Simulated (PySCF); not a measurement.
# C₃H₁₁BrSi₂: electronic excitations

Aim: predict the electronic excitations of C₃H₁₁BrSi₂ (`C[Si@H](Br)CC[SiH3]`).

Programs: PySCF 2.14.0, with density-fitted response routines of our own. Each step states its level of theory. These are calculated values for one molecule in the gas phase, unless marked as measured. Atoms are numbered from 0 throughout.

### 1 The molecule as given

17 atoms, charge 0, multiplicity 1; geometry from: GFN2-xTB.

Bonds of the start (Å): C0–Si1 1.89, Si1–Br2 2.24, Si1–C3 1.90, C3–C4 1.53, C4–Si5 1.91, C0–H6 1.09, C0–H7 1.09, C0–H8 1.09, Si1–H9 1.46, C3–H10 1.09, C3–H11 1.09, C4–H12 1.09, C4–H13 1.09, Si5–H14 1.46, Si5–H15 1.46, Si5–H16 1.46.

### 2 Excited states and response: PBE0/def2-SVPD

The job: settings as JSON, then the geometry in Å.

```
{"job": {"kind": "uv", "xc": "PBE0", "basis": "def2-SVPD", "nstates": 8, "ntriplets": 3}, "charge": 0, "multiplicity": 1}
C     -2.459703    -0.667685     0.678667
Si    -1.579225     0.866120     0.004221
Br    -2.789398     1.612909    -1.727434
C      0.155427     0.476187    -0.655310
C      1.101420    -0.012628     0.441844
Si     2.823382    -0.474003    -0.231615
H     -3.502114    -0.455586     0.901701
H     -1.990700    -1.017896     1.593664
H     -2.438947    -1.485044    -0.038873
H     -1.587557     1.976751     0.953552
H      0.580556     1.365022    -1.127850
H      0.090587    -0.281055    -1.441543
H      1.194862     0.761413     1.206983
H      0.662467    -0.880700     0.939028
H      3.391030     0.687317    -0.917884
H      2.665840    -1.581326    -1.177223
H      3.675074    -0.877764     0.887084
```

Level: TDDFT PBE0/def2-SVPD, vertical, gas phase, core orbitals frozen in the response.

Run with:

```
OMP_NUM_THREADS=1 python probes_run.py task.json out
```

The driver reads the jobs from task.json and runs them one after another.

What will the session give for the following? lowest singlet (PBE0/def2-SVPD); brightest single state of those computed; lowest triplet. Wanted: lowest singlet; brightest single state of those computed; lowest triplet.

**Answer**, as computed:

| quantity | value |
| --- | --- |
| lowest singlet (PBE0/def2-SVPD) | 6.58 eV (188 nm), f = 0.055 |
| brightest single state of those computed | state 8, 7.77 eV, f = 0.078 |
| lowest triplet | 6.27 eV |

The lowest singlet, at 6.58 eV, is HOMO→LUMO 0.89 and is bright; of the 8 states computed, the strongest absorption comes from states 7 to 8 together at 7.77 eV (the last computed, so partners may be missing). The lowest triplet lies 0.32 eV below the lowest singlet (triplets in Tamm-Dancoff, singlets in full TDDFT). States above −ε(HOMO) lie where TDDFT describes them poorly and they hang on the basis; the brightest is among them.
